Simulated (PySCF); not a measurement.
# InCNClF (SMILES N#[C][In]([F])[Cl]): wB97X/def2-SVP (core potential)

What is the energy change on altering one bond length of InCNClF at wB97X/def2-SVP (core potential)? 

The calculation is run with PySCF 2.14.0.

1 further run of the same task is left out (set aside as unsound or not needed).

### 1 The system as given

InCNClF has 5 atoms, charge 0, and is taken as a singlet. As SMILES, `N#[C][In]([F])[Cl]`. The shape is that of a PBE0-D4/def2-TZVP optimisation.

Bond lengths: N1–C2 1.152 Å, C2–In3 2.082 Å, In3–F4 1.924 Å, In3–Cl5 2.280 Å. Angles: N1–C2–In3 178.9°, C2–In3–F4 118.2°, C2–In3–Cl5 125.8°, F4–In3–Cl5 115.9°.

### 2 A single-point energy at wB97X/def2-SVP (core potential)

Input file geometry.xyz:

```xyz
5
CClFInN
N     -1.392600     1.451400     1.648800
C     -0.781900     0.784400     0.934900
In     0.330400    -0.389600    -0.376400
F      0.434400    -2.280900    -0.039700
Cl     1.459700     0.361000    -2.209100
```

Input file calc.py:

```python
# N#[C][In]([F])[Cl]
from pyscf import gto, dft

mol = gto.M(
    atom='geometry.xyz',
    ecp={'In': 'def2-svp'},
    max_memory=1860,
    basis='def2-svp',
    verbose=3,
    spin=0,
)

mf = dft.RKS(mol)
mf.xc = 'wb97x'
mf.conv_tol = 1e-10
mf.grids.level = 5
mf.kernel()
if not mf.converged:
    mf = mf.newton().run(mf.mo_coeff, mf.mo_occ)

etot = mf.e_tot
print('E(%s) = %.9f' % ('WB97X', etot))
```

Run with:

```sh
$ OMP_NUM_THREADS=1 python calc.py
```

The program printed:

```text
converged SCF energy = -842.775179925073
E(WB97X) = -842.775179925
```

Run time: 29 s. Hardware: 1 thread of Intel Xeon at 2.70GHz, shared host; peak memory 0.45 GiB.

### 3 The distorted shape at the same level

Input file calc.py:

```python
from pyscf import gto, dft

mol = gto.M(
    atom='''
N   -1.575799   1.651488   1.862957
C   -0.781900   0.784400   0.934900
In   0.330400  -0.389600  -0.376400
F    0.434400  -2.280900  -0.039700
Cl   1.459700   0.361000  -2.209100
''',
    verbose=4,
    max_memory=1860,
    ecp={'In': 'def2-svp'},
    basis='def2-svp',
    charge=0,
)

calc0 = dft.RKS(mol)
calc0.xc = 'wb97x'
calc0.conv_tol = 1e-10
calc0.grids.level = 5
calc0.kernel()
if not calc0.converged:
    calc0 = calc0.newton().run(calc0.mo_coeff, calc0.mo_occ)

energy = calc0.e_tot
print(f'total energy: {energy:.8f} hartree')
```

Run with:

```sh
$ OMP_NUM_THREADS=1 python calc.py
```

The program printed:

```text
PySCF version 2.14.0

[INPUT] num. atoms = 5
[INPUT] num. electrons = 60
[INPUT] charge = 0
[INPUT] spin (= nelec alpha-beta = 2S) = 0
[INPUT] symmetry False subgroup None
[INPUT] Mole.unit = angstrom
[INPUT] Symbol           X                Y                Z      unit          X                Y                Z       unit  Magmom
[INPUT]  1 N     -1.575799000000   1.651488000000   1.862957000000 AA   -2.977828537363   3.120860018006   3.520478511841 Bohr   0.0
[INPUT]  2 C     -0.781900000000   0.784400000000   0.934900000000 AA   -1.477576856797   1.482301172109   1.766704953856 Bohr   0.0
[INPUT]  3 In     0.330400000000  -0.389600000000  -0.376400000000 AA    0.624365511556  -0.736237298131  -0.711292913286 Bohr   0.0
[INPUT]  4 F      0.434400000000  -2.280900000000  -0.039700000000 AA    0.820897028511  -4.310276317520  -0.075022127145 Bohr   0.0
[INPUT]  5 Cl     1.459700000000   0.361000000000  -2.209100000000 AA    2.758433224028   0.682191130968  -4.174593981777 Bohr   0.0

nuclear repulsion = 267.28579914471
number of shells = 36
number of NR pGTOs = 169
number of NR cGTOs = 86
basis = def2-svp
ecp = {'In': 'def2-svp'}

******** <class 'pyscf.dft.rks.RKS'> ********
method = RKS
initial guess = minao
damping factor = 0
level_shift factor = 0
DIIS = <class 'pyscf.scf.diis.CDIIS'>
diis_start_cycle = 1
diis_space = 8
diis_damp = 0
SCF conv_tol = 1e-10
SCF conv_tol_grad = None
SCF max_cycles = 50
direct_scf = True
direct_scf_tol = 1e-13
XC library pyscf.dft.libxc version 7.0.0
    S. Lehtola, C. Steigemann, M. J.T. Oliveira, and M. A.L. Marques.,  SoftwareX 7, 1–5 (2018)
XC functionals = wb97x
radial grids:
    Treutler-Ahlrichs [JCP 102, 346 (1995); DOI:10.1063/1.469408] (M4) radial grids

becke partition: Becke, JCP 88, 2547 (1988); DOI:10.1063/1.454033
pruning grids: <function nwchem_prune>
grids dens level: 5
symmetrized grids: False
atomic radii adjust function: <function treutler_atomic_radii_adjust>
small_rho_cutoff = 0
Set gradient conv threshold to 1e-05
Initial guess from minao.
tot grids = 219344
init E= -820.992962854412
  HOMO = -0.554252844521276  LUMO = -0.534762366682571  gap/eV = 0.53036
cycle= 1 E= -840.638318958647  delta_E= -19.6  |g|=  2.6  |ddm|= 12.5
  HOMO = -0.118402074926365  LUMO = -0.010627082235262  gap/eV = 2.93271
cycle= 2 E= -823.436249979304  delta_E= 17.2  |g|= 6.43  |ddm|=  7.8
  HOMO = -0.307805856220964  LUMO = -0.0296473464281899  gap/eV = 7.56908
cycle= 3 E= -841.507445085744  delta_E= -18.1  |g|= 2.15  |ddm|= 5.47
  HOMO = -0.378651439426759  LUMO = -0.0590201718380408  gap/eV = 8.69761
cycle= 4 E= -842.269225120456  delta_E= -0.762  |g|= 1.19  |ddm|= 2.05
  HOMO = -0.366250906517921  LUMO = -0.0905270912510294  gap/eV = 7.50283
cycle= 5 E= -842.539034519899  delta_E= -0.27  |g|= 0.687  |ddm|= 1.13
  HOMO = -0.439694591485983  LUMO = -0.0745992909682621  gap/eV = 9.93475
cycle= 6 E= -842.628710775644  delta_E= -0.0897  |g|= 0.0867  |ddm|= 0.393
  HOMO = -0.414600074896713  LUMO = -0.048516125957213  gap/eV = 9.96165
cycle= 7 E= -842.630783432588  delta_E= -0.00207  |g|= 0.0378  |ddm|= 0.102
  HOMO = -0.416679289702636  LUMO = -0.049339850531065  gap/eV = 9.99582
cycle= 8 E= -842.631151283015  delta_E= -0.000368  |g|= 0.00803  |ddm|= 0.0413
  HOMO = -0.416446824458302  LUMO = -0.0490305641768075  gap/eV = 9.99791
cycle= 9 E= -842.631170522935  delta_E= -1.92e-05  |g|= 0.00386  |ddm|= 0.0116
  HOMO = -0.416948431982697  LUMO = -0.0492379521933526  gap/eV = 10.00591
cycle= 10 E= -842.631175061536  delta_E= -4.54e-06  |g|= 0.00105  |ddm|= 0.00476
  HOMO = -0.416926823085661  LUMO = -0.0492000564688007  gap/eV = 10.00635
cycle= 11 E= -842.631175641208  delta_E= -5.8e-07  |g|= 0.000233  |ddm|= 0.00225
  HOMO = -0.41687999123581  LUMO = -0.0491823817927325  gap/eV = 10.00556
cycle= 12 E= -842.631175699952  delta_E= -5.87e-08  |g|= 6.88e-05  |ddm|= 0.000829
  HOMO = -0.416890778595623  LUMO = -0.0491910817651433  gap/eV = 10.00562
cycle= 13 E= -842.63117570569  delta_E= -5.74e-09  |g|= 4.6e-05  |ddm|= 0.000194
  HOMO = -0.416890891106691  LUMO = -0.0491898000264939  gap/eV = 10.00566
cycle= 14 E= -842.631175707409  delta_E= -1.72e-09  |g|= 2.19e-05  |ddm|= 0.00011
  HOMO = -0.416893263511675  LUMO = -0.0491906571510814  gap/eV = 10.00570
cycle= 15 E= -842.631175707847  delta_E= -4.38e-10  |g|= 9.28e-06  |ddm|= 3.87e-05
  HOMO = -0.416894096068092  LUMO = -0.0491907458780722  gap/eV = 10.00572
cycle= 16 E= -842.63117570806  delta_E= -2.13e-10  |g|= 4.38e-06  |ddm|= 3.42e-05
  HOMO = -0.416894225736828  LUMO = -0.0491904104137074  gap/eV = 10.00573
cycle= 17 E= -842.631175708116  delta_E= -5.66e-11  |g|= 1.28e-06  |ddm|= 2.29e-05
  HOMO = -0.416894172992978  LUMO = -0.0491903413217239  gap/eV = 10.00573
Extra cycle  E= -842.631175708115  delta_E= 1.36e-12  |g|= 1.12e-06  |ddm|= 2.75e-06
converged SCF energy = -842.631175708115
total energy: -842.63117571 hartree
```

Run time: 29 s. Hardware: 1 thread of Intel Xeon at 2.70GHz, shared host; peak memory 0.45 GiB.

### 4 Results

At wB97X/def2-SVP (core potential):

```
                                                         quantity          value
                                        first shape: total energy  -842.77518 Eh
                                       first shape: dipole moment         1.37 D
                                         first shape: HOMO energy      -12.16 eV
                                         first shape: LUMO energy       -0.58 eV
                                       first shape: HOMO–LUMO gap       11.58 eV
                                    distorted shape: total energy  -842.63118 Eh
                                   distorted shape: dipole moment         1.42 D
                                     distorted shape: HOMO energy      -11.34 eV
                                     distorted shape: LUMO energy       -1.34 eV
                                   distorted shape: HOMO–LUMO gap       10.01 eV
energy change with the N1–C2 bond stretched from 1.152 to 1.498 Å       3.919 eV
```

**Reading.** With the N1–C2 bond stretched from 1.152 to 1.498 Å the energy rises by 3.92 eV (378 kJ/mol). The first shape isn't relaxed at this level, so the change isn't measured from a minimum.
